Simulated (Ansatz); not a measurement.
# SiGeP (doublet): from Hartree-Fock to the top rungs, cc-pVTZ

The task here is to estimate one member of a computed series from the others.

Program: Ansatz 0.2.0, Gaussian basis. Level of theory: cc-pVTZ, core rule «outside noble gas», up to 24 orbitals frozen. These are calculated values, not measurements.

The runs, in order: UHF; CCSD(T) on ROHF; CCSD(T) on UHF; BCCD(T) on ROHF; CCSDT(Q) on ROHF; CCSDT(Q) on UHF.

4 further runs of the same task are left out: 4 set aside as unsound or not needed.

## What is computed

The geometry is a PBE0/def2-TZVP stationary point (not a proven minimum). No spin-orbit coupling is included. The filled d shell of Ge may be among the frozen orbitals whatever the setting's name suggests; the logs give the count.

3 atoms, charge 0, spin multiplicity 2.

Atoms are counted from 1 here; the program's logs count them from 0.

Bond lengths: Ge1–P2 2.192 Å, P2–Si3 2.082 Å. Angles: Ge1–P2–Si3 117.3°.

The first run:

File in.yaml:

```yaml
crystal:
  periodic: [false, false, false]
  atoms:
    - {symbol: Ge, position_ang: [0.000000, 0.163769, 1.239903]}
    - {symbol: P, position_ang: [0.000000, -0.793827, -0.731696]}
    - {symbol: Si, position_ang: [0.000000, 0.451892, -2.399927]}
basis:
  gaussian: {orbitals: cc-pVTZ}
magnetization: {spin_polarized: true, initial_magnetization: 1}
hamiltonian: {xc: hf}
output: {orbitals: {seedname: orbitals}}
```

The run is started by

```sh
ansatz run in.yaml --threads 1 --pin off --events-out ev --progress --plain --max-ram 3968MiB --backend cpu
```

Steps of the session up to this table: UHF; CCSD(T) on ROHF; CCSD(T) on UHF; BCCD(T) on ROHF; CCSDT(Q) on ROHF; CCSDT(Q) on UHF.

One of the session's tables, all rows but one given; the rest of the session is left out.

| method | from RCCSDT(Q) (kJ/mol) |
| --- | --- |
| ROHF | +1000.7 |
| UHF | +959.8 |
| RMP2 | +159.0 |
| UMP2 | +186.7 |
| RCCSD | ? |
| UCCSD | +77.3 |
| RCCSD(T) | +11.1 |
| UCCSD(T) | +12.9 |
| BCCD(T) | +11.0 |
| RCCSDT | +7.6 |
| UCCSDT | +6.6 |
| RCCSDT(Q) | 0 |
| UCCSDT(Q) | -1.2 |

Q: Estimate the row for RCCSD from the others.

The run gave: from RCCSDT(Q) (kJ/mol): +80.5. In the column «from RCCSDT(Q) (kJ/mol)» it lies between UCCSD (+77.3) and RMP2 (+159.0).

With the free atoms at the same levels and basis (separate runs), the atomisation energy is 6.235 eV at RCCSDT(Q), 6.181 eV at RCCSD(T), 6.149 eV at UCCSD(T), 2.897 eV at ROHF.

Caveats from the session: Warnings: spin contamination; large T1 diagnostic. Restricted and unrestricted rows rest on different reference determinants; where their highest levels disagree by more than a few hundredths of an eV, they describe different states and don't form one ladder.
